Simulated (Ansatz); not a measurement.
# YbN (zincblende): one cell under locks on the spin (series 3)

Task: run YbN (zincblende) at one cell with the spin set up in several ways. Cell and atoms stay fixed. The cell was built by placing the elements on the sites of a structure type; the runs don't test whether it is the stable form.

Method: DFT LDA+U (U = 7 eV, J = 0.5 eV on Yb f), plane waves, PAW, no spin–orbit coupling unless a run says so, in Ansatz 0.2.0.

### Step 1. The starting structure

Symmetry: F-43m, No. 216, cubic system. The conventional cell has a = 5.306 Å, b = 5.306 Å, c = 5.306 Å, α = 90.00°, β = 90.00°, γ = 90.00°. Yb (site symmetry -43m) is surrounded by 4 N at 2.30 Å. N (site symmetry -43m) is surrounded by 4 Yb at 2.30 Å.

As a file:

```cif
data_structure
_symmetry_space_group_name_H-M 'F-43m'
_symmetry_Int_Tables_number 216
_cell_length_a 5.3057
_cell_length_b 5.3057
_cell_length_c 5.3057
_cell_angle_alpha 90.000
_cell_angle_beta 90.000
_cell_angle_gamma 90.000
_cell_volume 149.36
loop_
_atom_site_label
_atom_site_type_symbol
_atom_site_symmetry_multiplicity
_atom_site_Wyckoff_symbol
_atom_site_fract_x
_atom_site_fract_y
_atom_site_fract_z
_atom_site_occupancy
Yb1 Yb 4 a 0.00000 0.00000 0.00000 1
N1 N 4 d 0.25000 0.25000 0.75000 1
```

The runs: total moment locked, 1.10 μB per cell; total moment locked at zero, no site moments, 0.00 μB per cell; total moment held at first, then free, 0.50 μB per cell.

An earlier series on this cell reached its lowest free state from «ferromagnetic start, free, default search», perhaps among other starts.

### Step 2. Total moment locked, 1.10 μB per cell

input.yaml

```yaml
crystal:
  lattice:
    - [0.0, 2.6528496, 2.6528496]
    - [2.6528496, 0.0, 2.6528496]
    - [2.6528496, 2.6528496, 0.0]
  atoms:
    - { symbol: Yb, position: [0.0, 0.0, 0.0], spin: 1.1 }
    - { symbol: "N", position: [0.25, 0.25, 0.25] }
basis:
  ecutwfc: 420
  ecutrho_ratio: 4
kpoints:
  mp_grid: { grid: [6, 6, 6] }
hamiltonian:
  xc: lda
  hubbard:
    sites:
      - { site: 0, l: f, u: 7.0, j: 0.5, starting_ns: [{ spin: up, occupation_matrix: s0up }, { spin: down, occupation_matrix: s0down }] }
    occupation_matrices:
      s0up:
        matrix:
          - [0.97, 0.0, 0.0, 0.0, 0.0, 0.0, 0.0]
          - [0.0, 0.97, 0.0, 0.0, 0.0, 0.0, 0.0]
          - [0.0, 0.0, 0.97, 0.0, 0.0, 0.0, 0.0]
          - [0.0, 0.0, 0.0, 0.97, 0.0, 0.0, 0.0]
          - [0.0, 0.0, 0.0, 0.0, 0.97, 0.0, 0.0]
          - [0.0, 0.0, 0.0, 0.0, 0.0, 0.97, 0.0]
          - [0.0, 0.0, 0.0, 0.0, 0.0, 0.0, 0.97]
      s0down:
        matrix:
          - [0.97, 0.0, 0.0, 0.0, 0.0, 0.0, 0.0]
          - [0.0, 0.37574, 0.0, 0.0, 0.0, -0.45978, 0.0]
          - [0.0, 0.0, 0.97, 0.0, 0.0, 0.0, 0.0]
          - [0.0, 0.0, 0.0, 0.97, 0.0, 0.0, 0.0]
          - [0.0, 0.0, 0.0, 0.0, 0.97, 0.0, 0.0]
          - [0.0, -0.45978, 0.0, 0.0, 0.0, 0.61426, 0.0]
          - [0.0, 0.0, 0.0, 0.0, 0.0, 0.0, 0.97]
    ns_hold: { iters: 8 }
scf:
  occupations: { method: gaussian, width: 0.05 }
  lower_state_search: "off"
  max_iter: 150
output:
  forces: true
  stress: true
  eigenvalues: true
  populations: true
  hubbard: { sites: [{ site: 0, l: f }] }
magnetization:
  spin_polarized: true
  initial_magnetization: 1.1
  spin_locking: { lock_magnetization: hard }
```

The typed matrices put 0.97 on the chosen orbitals and 0.02 on the others, and are held for 8 cycles. The lock stays on to the end, so the result is a constrained state.

Run with:

```bash
$ ansatz run input.yaml --threads 2 --pin off --max-ram 3072MiB --backend cpu --events-out ev --progress --plain --runs-dir out
```

The log of the run (excerpt; [...] marks lines left out):

```text
Warning: crystal.symmetry: narrowed to the stabiliser of the occupation matrices — unitary ops 24 → 4; lowered by the specified shell (site 0, l: f); largest admitted image defect 4.4e-16, smallest excluded 1.0e-3 — at a rounding scale rather than a splitting's, so precision (not physics) [...]
Warning: output.stress: scf.convergence.dr2_threshold = 1e-7 eV (the SCF's general default) is looser than the 2e-10 eV advised for a printed stress (1e-10 eV for each atom of the cell: 2). What an SCF threshold leaves in a stress goes as its square root, and in the free energy as the [...]
Warning: RAYON_NUM_THREADS=2 ignored (pool sized by the plan → 2); use --threads N
Yb: projections on atomic orbitals take those of the free atom [Kr 4d10] 4f14 5s2 5p6 5d0 6s2, of charge +0.00 (hamiltonian.pseudopotentials.projection_atoms); the dataset's partial waves leave at most 1.5e-4 of an orbital's norm unspanned inside its sphere
N: projections on atomic orbitals take those of the free atom [He] 2s2 2p3, of charge +0.00 (hamiltonian.pseudopotentials.projection_atoms); the dataset's partial waves leave at most 9.3e-9 of an orbital's norm unspanned inside its sphere
[...]
Pseudopotentials: kind: paw
Pseudopotential: Yb, paw, valence charge 24, recommended cutoff 420 eV (normal), Yb.paw.azcp
Pseudopotential: N, paw, valence charge 5, recommended cutoff 420 eV (normal), N.paw.azcp
Functional definition: SPW92
[...]
Crystal: 2 atoms, lattice volume = 37.339 Å³
Basis set: ecut = 420 eV, 725 PW (Γ)
Bands: 20, of which v1, the nominal top of the filled ones, is band 15 counted from 1 (14 counted from 0)
Symmetry: 4 space group operations
k-points: 46 of 216 (time reversal used)
[...]
Starting moments: Σ|m| = 1.1 μB on 1 of 2 sites
[...]
  electrons in the specified blocks: 12.6300 specified, 13.0043 found
  site 0 (l=f) ↓: largest change of an orbital's occupation 0.0280; electrons 5.8400 specified, 6.0230 found; spectral distance 0.0698
  site 0 (l=f) ↑: largest change of an orbital's occupation 0.0278; electrons 6.7900 specified, 6.9812 found; spectral distance 0.0723
--- Forces (eV/Å), atoms counted from 1 ---
  atom   1  Yb     0.00000000     0.00000000     0.00000000
  atom   2  N      0.00000000     0.00000000     0.00000000
[...]
--- Stress (GPa, compression-positive) ---
      -15.111393       0.000000       0.000000
        0.000000     -15.253744       0.000000
        0.000000       0.000000     -15.253362
  P = ⅓ Tr σ = -15.2062 GPa (-152.062 kbar)
--- Band table (eV; the first three rows and the last of 92) ---
  k-point 0 ↑: bands = ["-42.2937", "-13.9418", "-13.9415", "-13.9408", "-2.0424", "2.3859", "3.7920", "3.7928", "3.8883", "4.0366", "4.1204", "4.1205", "8.5441", "8.5442", "8.5804", "11.7176", "15.5876", "15.7195", "18.7485", "18.7486"]
[...]
Occupation matrices written to <dir>
--- Löwdin populations: 2 sites ---
  site symbol       q [e]    m [muB]
     0     Yb     23.3540     1.0104
     1      N      5.5706     0.0790
  spilling = 0.002601 (of n_electrons = 29.000000)
--- Occupation matrices: 1 shell (run DFT+U table (all-electron-ortho-atomic); ε = 7.74e-3) ---
  Yb0 f_4F: site group Td (-43m)
  Yb0 f_4F up     Tr n = 6.9812  λ = 0.996 0.997 0.998 0.998 0.998 0.998 0.998  [7× z3 0.14 (T1 0.43) T1(0.43)]
  Yb0 f_4F dn     Tr n = 6.0230  λ = 0.037 0.996 0.998 0.998 0.998 0.998 0.998  [xz2 0.63 (T1 1.00) T1(1.00) | 6× z3 0.17 (T2 0.50) T2(0.50)]
  specified occupation → Yb0 f_4F up: matrix, ‖Δ‖_F = 0.0723, Tr Δ = -0.1912, displaced = 0.0956, d_λ = 0.0723; orbital distance = 0.0000
  specified occupation → Yb0 f_4F dn: matrix, ‖Δ‖_F = 0.0698, Tr Δ = -0.1830, displaced = 0.0915, d_λ = 0.0698; orbital distance = 0.0006
  Tr n, λ and their labels are of the run-group-symmetrised matrices; stabiliser: 8 of 48 elements of G0×{1,Θ} (closed), max defect 3.0e-4 at τ = 1.6e-3
```

It took 2.8 s on 2 threads of AMD EPYC 9R45 (Zen 5), shared host; peak memory 0.45 GiB.

Result: partly filled bands, pressure -15.2 GPa, moments in spheres Yb 0.98; N 0.05 μB, largest force component 0.00 eV/Å, 4 symmetry operations imposed.

How the shells are filled (orbitals counted by the eigenvalues of the occupation matrices):

| shell | channel | electrons | over 0.8 | 0.2 to 0.8 | under 0.2 |
| --- | --- | --- | --- | --- | --- |
| Yb 4f (atom 1) | up | 6.98 | 7 | 0 | 0 |
| Yb 4f (atom 1) | down | 6.02 | 6 | 0 | 1 |

### Step 3. Total moment locked at zero, no site moments, 0.00 μB per cell

input.yaml

```yaml
crystal:
  lattice:
    - [0.0, 2.6528496, 2.6528496]
    - [2.6528496, 0.0, 2.6528496]
    - [2.6528496, 2.6528496, 0.0]
  atoms:
    - { symbol: Yb, position: [0.0, 0.0, 0.0] }
    - { symbol: "N", position: [0.25, 0.25, 0.25] }
basis:
  ecutwfc: 420
  ecutrho_ratio: 4
kpoints:
  mp_grid: { grid: [6, 6, 6] }
hamiltonian:
  xc: lda
  hubbard: { sites: [{ site: 0, l: f, u: 7.0, j: 0.5 }] }
scf:
  occupations: { method: gaussian, width: 0.05 }
  lower_state_search: "off"
  max_iter: 150
output:
  forces: true
  stress: true
  eigenvalues: true
  populations: true
  hubbard: { sites: [{ site: 0, l: f }] }
magnetization:
  spin_polarized: true
  initial_magnetization: 0.0
  spin_locking: { lock_magnetization: hard }
```

The lock stays on to the end, so the result is a constrained state.

Run with:

```bash
$ ansatz run input.yaml --threads 2 --pin off --max-ram 3072MiB --backend cpu --events-out ev --progress --plain --runs-dir out
```

The log of the run (excerpt; [...] marks lines left out):

```text
Warning: output.stress: scf.convergence.dr2_threshold = 1e-7 eV (the SCF's general default) is looser than the 2e-10 eV advised for a printed stress (1e-10 eV for each atom of the cell: 2). What an SCF threshold leaves in a stress goes as its square root, and in the free energy as the [...]
Warning: RAYON_NUM_THREADS=2 ignored (pool sized by the plan → 2); use --threads N
Yb: projections on atomic orbitals take those of the free atom [Kr 4d10] 4f14 5s2 5p6 5d0 6s2, of charge +0.00 (hamiltonian.pseudopotentials.projection_atoms); the dataset's partial waves leave at most 1.5e-4 of an orbital's norm unspanned inside its sphere
N: projections on atomic orbitals take those of the free atom [He] 2s2 2p3, of charge +0.00 (hamiltonian.pseudopotentials.projection_atoms); the dataset's partial waves leave at most 9.3e-9 of an orbital's norm unspanned inside its sphere
[...]
Pseudopotentials: kind: paw
Pseudopotential: Yb, paw, valence charge 24, recommended cutoff 420 eV (normal), Yb.paw.azcp
[...]
       -0.000000       0.000000      -8.374902
  P = ⅓ Tr σ = -8.3749 GPa (-83.749 kbar)
--- Band table (eV; the first three rows and the last of 32) ---
  k-point 0 ↑: bands = ["-39.4237", "-11.6762", "-11.6762", "-11.6762", "-2.6543", "7.6607", "7.6607", "7.6607", "8.1308", "8.5603", "8.5603", "8.5603", "8.7659", "8.7659", "8.7659", "11.8682", "16.5103", "16.5103", "19.2261"]
[...]
Occupation matrices written to <dir>
--- Löwdin populations: 2 sites ---
  site symbol       q [e]    m [muB]
     0     Yb     23.6254     0.0000
     1      N      5.3502     0.0000
  spilling = 0.000839 (of n_electrons = 29.000000)
--- Occupation matrices: 1 shell (run DFT+U table (all-electron-ortho-atomic); ε = 1.78e-3) ---
  Yb0 f_4F: site group Td (-43m)
  Yb0 f_4F up     Tr n = 6.8356  λ = 0.959 0.959 0.959 0.984 0.991 0.991 0.991  [3× z(x2-y2) 0.33 (T1 1.00) T1(1.00) | xyz 1.00 (A1 1.00) A1(1.00) | 3× z3 0.33 (T2 1.00) T2(1.00)]
  Yb0 f_4F dn     Tr n = 6.8356  λ = 0.959 0.959 0.959 0.984 0.991 0.991 0.991  [3× z(x2-y2) 0.33 (T1 1.00) T1(1.00) | xyz 1.00 (A1 1.00) A1(1.00) | 3× z3 0.33 (T2 1.00) T2(1.00)]
  Tr n, λ and their labels are of the run-group-symmetrised matrices; stabiliser: 48 of 48 elements of G0×{1,Θ} (closed), max defect 5.4e-15 at τ = 3.8e-4
```

Wall time 0.89 s (2 threads of AMD EPYC 9R45 (Zen 5), shared host); peak memory 0.37 GiB.

Result: no gap, pressure -8.4 GPa, no moment over 0.05 μB in any sphere, largest force component 0.00 eV/Å, 24 symmetry operations imposed.

The shells' filling, with natural orbitals sorted by occupation:

| shell | channel | electrons | over 0.8 | 0.2 to 0.8 | under 0.2 |
| --- | --- | --- | --- | --- | --- |
| Yb 4f (atom 1) | up | 6.84 | 7 | 0 | 0 |
| Yb 4f (atom 1) | down | 6.84 | 7 | 0 | 0 |

### Step 4. Total moment held at first, then free, 0.50 μB per cell

input.yaml: that of step 3 with these lines changed.

```diff
@@ -6,3 +6,3 @@
   atoms:
-    - { symbol: Yb, position: [0.0, 0.0, 0.0] }
+    - { symbol: Yb, position: [0.0, 0.0, 0.0], spin: 0.5 }
     - { symbol: "N", position: [0.25, 0.25, 0.25] }
@@ -28,3 +28,3 @@
   spin_polarized: true
-  initial_magnetization: 0.0
-  spin_locking: { lock_magnetization: hard }
+  initial_magnetization: 0.5
+  spin_locking: { lock_magnetization: soft, n_iters: 6 }
```

The lock is temporary (n_iters 6) and is released on the way.

Run with:

```bash
$ ansatz run input.yaml --threads 2 --pin off --max-ram 3072MiB --backend cpu --events-out ev --progress --plain --runs-dir out
```

The log of the run (excerpt; [...] marks lines left out):

```text
Warning: output.stress: scf.convergence.dr2_threshold = 1e-7 eV (the SCF's general default) is looser than the 2e-10 eV advised for a printed stress (1e-10 eV for each atom of the cell: 2). What an SCF threshold leaves in a stress goes as its square root, and in the free energy as the [...]
Warning: RAYON_NUM_THREADS=2 ignored (pool sized by the plan → 2); use --threads N
Yb: projections on atomic orbitals take those of the free atom [Kr 4d10] 4f14 5s2 5p6 5d0 6s2, of charge +0.00 (hamiltonian.pseudopotentials.projection_atoms); the dataset's partial waves leave at most 1.5e-4 of an orbital's norm unspanned inside its sphere
N: projections on atomic orbitals take those of the free atom [He] 2s2 2p3, of charge +0.00 (hamiltonian.pseudopotentials.projection_atoms); the dataset's partial waves leave at most 9.3e-9 of an orbital's norm unspanned inside its sphere
[...]
Pseudopotentials: kind: paw
Pseudopotential: Yb, paw, valence charge 24, recommended cutoff 420 eV (normal), Yb.paw.azcp
[...]
       -0.000000       0.000000      -7.543767
  P = ⅓ Tr σ = -7.5438 GPa (-75.438 kbar)
--- Band table (eV; the first three rows and the last of 32) ---
  k-point 0 ↑: bands = ["-39.6132", "-11.8279", "-11.8279", "-11.8279", "-2.9544", "7.3794", "7.3794", "7.3794", "7.8880", "7.9427", "7.9427", "7.9427", "8.4817", "8.4817", "8.4817", "11.7707", "16.4351", "16.4351", "19.0850"]
[...]
Occupation matrices written to <dir>
--- Löwdin populations: 2 sites ---
  site symbol       q [e]    m [muB]
     0     Yb     23.5952     0.3004
     1      N      5.3769     0.6958
  spilling = 0.000964 (of n_electrons = 29.000000)
--- Occupation matrices: 1 shell (run DFT+U table (all-electron-ortho-atomic); ε = 5.51e-4) ---
  Yb0 f_4F: site group Td (-43m)
  Yb0 f_4F up     Tr n = 6.9805  λ = 0.989 0.998 0.998 0.998 0.999 0.999 0.999  [xyz 1.00 (A1 1.00) A1(1.00) | 3× z3 0.33 (T2 1.00) T2(1.00) | 3× z(x2-y2) 0.33 (T1 1.00) T1(1.00)]
  Yb0 f_4F dn     Tr n = 6.6655  λ = 0.907 0.907 0.907 0.983 0.987 0.987 0.987  [3× z(x2-y2) 0.33 (T1 1.00) T1(1.00) | xyz 1.00 (A1 1.00) A1(1.00) | 3× z3 0.33 (T2 1.00) T2(1.00)]
  Tr n, λ and their labels are of the run-group-symmetrised matrices; stabiliser: 24 of 48 elements of G0×{1,Θ} (closed), max defect 5.3e-15 at τ = 1.2e-4
```

Run time: 1.6 s. Hardware: 2 threads of AMD EPYC 9R45 (Zen 5), shared host; peak memory 0.4 GiB.

Result: no gap, pressure -7.5 GPa, moments in spheres Yb 0.37; N 0.55 μB, largest force component 0.00 eV/Å, 24 symmetry operations imposed.

The shells' filling, with natural orbitals sorted by occupation:

| shell | channel | electrons | over 0.8 | 0.2 to 0.8 | under 0.2 |
| --- | --- | --- | --- | --- | --- |
| Yb 4f (atom 1) | up | 6.98 | 7 | 0 | 0 |
| Yb 4f (atom 1) | down | 6.67 | 7 | 0 | 0 |

### Step 5. The states in order of energy

Energies count from the lowest free state and have the smearing extrapolated to zero.

| start | energy (meV/atom) | gap (eV) | pressure (GPa) | largest moment (μB) | SCF cycles | time |
| --- | --- | --- | --- | --- | --- | --- |
| ferromagnetic start, free, default search (earlier series) | 0.0 | 0.67 | -15.3 | 0.97 | 54 | 19 s |
| total moment locked, 1.10 μB per cell [held] | 54.1 | partly filled | -15.2 | 0.98 | 16 | 2.8 s |
| total moment held at first, then free, 0.50 μB per cell | 286.5 | metal | -7.5 | 0.55 | 24 | 1.6 s |
| total moment locked at zero, no site moments, 0.00 μB per cell [held] | 317.6 | metal | -8.4 | 0.00 | 12 | 0.89 s |

The 2 free runs end at 2 energies more than 1 meV/atom apart (states closer than that can still differ), spread over 286 meV/atom; the lowest came from «ferromagnetic start, free, default search (earlier series)». Their gaps on the mesh range from zero to 0.67 eV, so the gap depends on the state reached. The run with the program's default settings reaches the lowest one found. The cheapest of the held states, «total moment locked, 1.10 μB per cell», lies +54 meV/atom from the lowest free state; part of that can come from another filling of the orbitals. The lowest state found need not be the ground state, and the geometry wasn't relaxed for any of them. Spin–orbit coupling is left out.
